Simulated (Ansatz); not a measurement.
TiAu, space group Pm-3m: relaxations under a series of pressures, run with Ansatz 0.2.0 through its Python package.

`tiau_compress.py`
```python
import ansatz as az
from ase import Atoms
import numpy as np
import pandas as pd

def edges_and_angles(cell):
    cell = np.asarray(cell)
    a, b, c = np.linalg.norm(cell, axis=1)
    cosines = cell[1] @ cell[2] / (b * c), cell[0] @ cell[2] / (a * c), cell[0] @ cell[1] / (a * b)
    return (a, b, c, *np.degrees(np.arccos(cosines)))


def main() -> None:
    atoms = Atoms(
        ["Ti", "Au"],
        scaled_positions=[
            [0.5, 0.5, 0.5],
            [0.0, 0.0, 0.0],
        ],
        cell=[
            [3.254, 0.0, 0.0],
            [0.0, 3.254, 0.0],
            [0.0, 0.0, 3.254],
        ],
        pbc=True,
    )
    xtal = az.Crystal.from_ase(atoms)

    setup = (
        xtal.calculation()
        .basis(530)
        .occupations("fermi_dirac", width=0.01)
        .functional("LDA")
        .scf(tolerance=1e-08)
        .kpoints(9)
    )

    rows = []
    for pressure in [-2, 0, 2, 5, 10]:
        outcome = setup.relax(cell=True, pressure=pressure, force_tolerance=0.01, max_displacement=0.1).run()
        cell = outcome.lattice.cell_ang
        n_atoms = len(outcome.lattice.sites)
        volume = abs(np.linalg.det(cell)) / n_atoms
        enthalpy = outcome.report["free_energy_ev"] / n_atoms + pressure * volume / 160.21766
        rows.append((pressure, volume, enthalpy, *edges_and_angles(cell)))
        print(f"{pressure} GPa done: {volume:.4f} A^3/atom")

    table = pd.DataFrame(rows, columns=["P_GPa", "V_A3_atom", "H_eV_atom", "a", "b", "c", "alpha", "beta", "gamma"])
    print(table.round(4).to_string(index=False))
    p, v = np.array([row[0] for row in rows], float), np.array([row[1] for row in rows])
    print("mean bulk modulus between rows (GPa):", np.round(-np.diff(p) / np.diff(np.log(v)), 1))


if __name__ == "__main__":
    main()
```

Its results, one of them left out:

| P (GPa) | relaxed V (Å³/atom) |
| --- | --- |
| -2 | 16.386 |
| 0 | ? |
| 2 | 16.009 |
| 5 | 15.754 |
| 10 | 15.373 |

What volume does the cell relax to at 0 GPa?

Murnaghan's form V = V0 (1 + B' P / B0)^(-1/B') through the 4 rows shown gives V0 = 16.192 Å³, B0 = 171.8 GPa and B' = 4.36, and so 16.192 Å³ an atom at 0 GPa. The run gave 16.191 Å³, 0.00 % away.

Notes:
- The settings weren't tested for convergence.
- At a fixed pressure a relaxation lowers the enthalpy F + PV, while F alone can rise.
- The mesh is modest for a metal, so energies can be off by several to tens of meV an atom and pressures by half a GPa or more; differences at equal mesh fare better.
- The program warned that this SCF threshold is loose for forces or stresses.
- Spin-orbit coupling, which matters for elements this heavy, is left out.
- The starting cell is as deposited in a crystallographic database; the results hold for this polymorph, which needn't be the stable one.
- Symmetry holds the cell in this phase, whether or not it is the stable one at each pressure.
- Run time: 44 s on 1 thread of Arm Neoverse V2, with other jobs on the host, peak memory 0.45 GiB.
